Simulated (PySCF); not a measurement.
# LiSb−: bond curves at several levels of theory

One job finds the state of LiSb−, follows it along the bond with each method and fits the curves.

Program: PySCF 2.14.0. Level of theory: Li aug-cc-pVDZ, Sb aug-cc-pVDZ-PP with ECP28, scalar-relativistic core potentials. These are calculated values, not measurements.

2 further runs of the same task are left out: 2 set aside as unsound or not needed.

### Step 1. Set-up

The job is set up so:

| Quantity | Value |
| --- | --- |
| atoms | Li, Sb |
| charge | -1 |
| basis | Li aug-cc-pVDZ, Sb aug-cc-pVDZ-PP with ECP28 |
| Hamiltonian | scalar-relativistic core potentials |
| basis functions | 55 |
| electrons treated | 27 |
| masses in u | 7.0160, 120.9038 |
| levels | PBE0, PBE, r²SCAN, revPBE, MN15, BP86, CAM-B3LYP, MP2, SCS-MP2 |
| grid | 80 radial by 434 angular points |
| occupations | held fixed by the projection of orbital angular momentum |
| dissociation limit | Li + Sb−, each in its ground configuration |
| starting distance in angstrom | 2.750 |
| values of 2S to try | 1, 3 |

Run with:

```sh
OMP_NUM_THREADS=1 python dia.py task.json out
```

Further steps of the session: The PBE0 curve of the state that the search chose; Other states along the same grid; PBE (GGA); r²SCAN; revPBE; MN15 (hybrid meta-GGA); BP86; CAM-B3LYP (range-separated hybrid).

Q: Predict the outcome of this session. Wanted: for each run, Re; ωe; De; μ.

The runs gave:

Lowest PBE0 solution found, without spin–orbit coupling: ²Π (doublet), unpaired electrons π ↑. State 2 has its PBE0 minimum 0.03 eV higher. State 3 has its PBE0 minimum 0.34 eV higher, as a spin-mixed determinant (⟨S²⟩ = 1.76), so this is no gap between pure states. The other levels ran on the lowest alone.

| level | Re (Å) | ωe (cm⁻¹) | De (eV) | μ (D) |
| --- | --- | --- | --- | --- |
| ROHF-MP2 | 2.564 | 398 | 1.29 | n/a |
| ROHF-SCS-MP2 | 2.565 | 390 | 1.28 | n/a |
| PBE | 2.574 | 382 | 1.55 | 0.26 |
| revPBE | 2.598 | 370 | 1.44 | 0.69 |
| BP86 | 2.572 | 386 | 1.55 | -0.20 |
| r²SCAN | 2.571 | 385 | 1.47 | 0.25 |
| PBE0 | 2.559 | 385 | 1.41 | -0.35 |
| MN15 | 2.563 | 399 | 1.73 | -1.38 |
| CAM-B3LYP | 2.511 | 422 | 1.36 | -2.22 |

De is counted to Li + Sb− in their ground configurations. A positive dipole points from Li to Sb; in an ion it is taken about the centre of mass and does not tell which atom is negative. ⟨S²⟩ is off the pure value of 0.75 by over a tenth at PBE 0.88, revPBE 0.92, BP86 0.84, r²SCAN 0.98, PBE0 0.91.

The methods spread over 0.088 Å in bond length, from CAM-B3LYP to revPBE. Among the levels with a De in the table, it runs from 1.28 eV (ROHF-SCS-MP2) to 1.73 eV (MN15).

Correlated steps freeze 4 core orbitals. These are scalar-relativistic numbers at best; spin–orbit coupling would shift them, the dissociation energy most. With some functionals the highest level of the anion is positive, from self-interaction error or because the anion is truly unbound there; the finite basis then holds the extra electron, and no neutral molecule was run to test the binding. With spin–orbit coupling the term label itself may not hold.
